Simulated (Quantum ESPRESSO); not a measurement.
Wanted: the native input for a Quantum ESPRESSO 7.5 run.

```
Task                       : work function
Functional                 : AM05
Potentials or basis        : SG15 PBE 1.2
Cutoff                     : 952 eV
Density cutoff             : 3810 eV
k mesh                     : 8 × 8 × 1
Occupations                : fermi-dirac, width 0.05 eV
Spin                       : no spin polarisation
Boundary across the vacuum : none
Mixing mode                : local-TF
Mixing beta                : 0.3
Most SCF iterations        : 150
SCF threshold              : 2e-09 Ry
```

Sheet: MoPt, a sheet with vacuum.

```xyz
2
Lattice="3.5513 0.0000 0.0000 0.0000 3.5513 0.0000 0.0000 0.0000 23.8000" Properties=species:S:1:pos:R:3 pbc="T T T"
Mo    1.7756    1.7756    7.0001
Pt    0.0000    0.0000    7.0001
```

The cell was built by a generator and needn't be a form met in nature.

One way to write it, as run:

pw.in

```
&CONTROL
  calculation = 'scf'
  prefix = 'pwscf'
  outdir = './tmp'
  pseudo_dir = './pseudo'
  tprnfor = .true.
  disk_io = 'low'
/
&SYSTEM
  ibrav = 0
  celldm(1) = 8
  nat = 2
  ntyp = 2
  ecutwfc = 70
  nbnd = 24
  input_dft = 'XC-000I-000I-120L-135L-000I-000I'
  occupations = 'smearing'
  smearing = 'fd'
  degauss = 0.00367493
/
&ELECTRONS
  conv_thr = 2d-09
  electron_maxstep = 150
  mixing_beta = 0.3
  mixing_mode = 'local-TF'
/
ATOMIC_SPECIES
Mo    95.9500 Mo_ONCV_PBE-1.2.upf
Pt   195.0840 Pt_ONCV_PBE-1.2.upf
CELL_PARAMETERS alat
  0.8388730482979  -0.0000000000000   0.0000000000000
 -0.0000000000000   0.8388730482979   0.0000000000000
  0.0000000000000   0.0000000000000   5.6219352207617
ATOMIC_POSITIONS crystal
Mo     0.5000000000    0.5000000000    0.2941200000
Pt     0.0000000000    0.0000000000    0.2941200000
K_POINTS automatic
8 8 1 0 0 0
```

pp_density.in

```
&INPUTPP
  prefix = 'pwscf'
  outdir = './tmp'
  filplot = 'density.dat'
  plot_num = 0
/
&PLOT
  nfile = 1
  filepp(1) = 'density.dat'
  iflag = 3
  output_format = 6
  fileout = 'density.cube'
/
```

pp_potential.in

```
&INPUTPP
  prefix = 'pwscf'
  outdir = './tmp'
  filplot = 'potential.dat'
  plot_num = 11
/
&PLOT
  nfile = 1
  filepp(1) = 'potential.dat'
  iflag = 3
  output_format = 6
  fileout = 'potential.cube'
/
```

pp_elf.in

```
&INPUTPP
  prefix = 'pwscf'
  outdir = './tmp'
  filplot = 'elf.dat'
  plot_num = 8
/
&PLOT
  nfile = 1
  filepp(1) = 'elf.dat'
  iflag = 3
  output_format = 6
  fileout = 'elf.cube'
/
```

Potentials or basis: SG15 PBE 1.2.

The run is started by

```console
$ OMP_NUM_THREADS=1 mpirun -n 2 pw.x -nk 2 -in pw.in > pw.out
$ OMP_NUM_THREADS=1 mpirun -n 1 pp.x -in pp_density.in > pp_density.out
$ OMP_NUM_THREADS=1 mpirun -n 1 pp.x -in pp_potential.in > pp_potential.out
$ OMP_NUM_THREADS=1 mpirun -n 1 pp.x -in pp_elf.in > pp_elf.out
```

Results of the run:

The band gap on the k mesh is none (metal or under the smearing width), the work function of the upper face is 5.01 eV and the work function of the lower face is 5.01 eV.

Run time: 2.6 min on 2 MPI ranks on Arm Neoverse V1 (shared host), peak memory 0.58 GiB a rank.
